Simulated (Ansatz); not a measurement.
## Cd2Ni in Ansatz: convergence with smearing width

Input of the first run (smearing width 0.3 eV); the others differ in this setting and in those tied to it:

input.yaml

```yaml
crystal:
  lattice:
    - [4.53352271, 0.0, 0.0]
    - [-2.26676136, 3.92614584, 0.0]
    - [0.0, 0.0, 3.2055296]
  atoms:
    - { symbol: Cd, position: [0.33333333, 0.66666667, 0.5] }
    - { symbol: Cd, position: [0.66666667, 0.33333333, 0.5] }
    - { symbol: Ni, position: [0.0, 0.0, 0.0], spin: 1.0 }
hamiltonian:
  xc: pbesol
  pseudopotentials: { kind: paw }
magnetization:
  spin_polarized: true
kpoints:
  mp_grid: { grid: [6, 6, 7] }
scf:
  occupations: { method: cold, width: 0.3 }
output:
  forces: true
  stress: true
  eigenvalues: true
```

Potentials or basis: Ansatz PAW.

Command:

```sh
$ ansatz run input.yaml --threads 2 --pin off --max-ram 5632MiB --backend cpu --events-out ev --progress --plain --runs-dir out
```

The cell was built by a generator and needn't be a form met in nature.

Hardware: 2 threads of Arm Neoverse V1, with other jobs on the host.

```
smearing width  energy less the tightest run, at zero smearing (meV/atom)  pressure (GPa)  absolute moment (μB)  SCF cycles  CPU time (s)  peak memory (GiB)
        0.3 eV                                                      -0.75           -7.13                  0.00          19            14               0.39
        0.2 eV                                                       0.29           -7.04                  0.11          49            42               0.39
       0.15 eV                                                      -0.34           -7.03                  0.13          39            34               0.39
        0.1 eV                                                      -0.43           -7.03                  0.11          34            25               0.38
       0.05 eV                                                      -0.05           -7.03                  0.07          17            12               0.38
      0.025 eV                                                      -0.01           -7.03                  0.04          16            12               0.38
       0.01 eV                                                      -0.01           -7.03                  0.04          15            12               0.38
      0.005 eV                                                       0.00           -7.03                  0.04          14            12               0.38
```

Against the tightest run, the energy stays within 1 meV/atom from 0.3 eV on; the pressure stays within 0.1 GPa from 0.3 eV on; the absolute moment stays within 0.02 μB from 0.025 eV on. Narrower smearing needs a denser k mesh, so at a fixed mesh the narrowest width isn't the most accurate. The tightest run that finished is the yardstick and may itself not be fully converged.

Caveat, for the tightest run too: the PAW data sets come from PBE, with cores solved anew for the run's functional, which leaves a small shift of forces and pressure; the starting moments weren't kept.
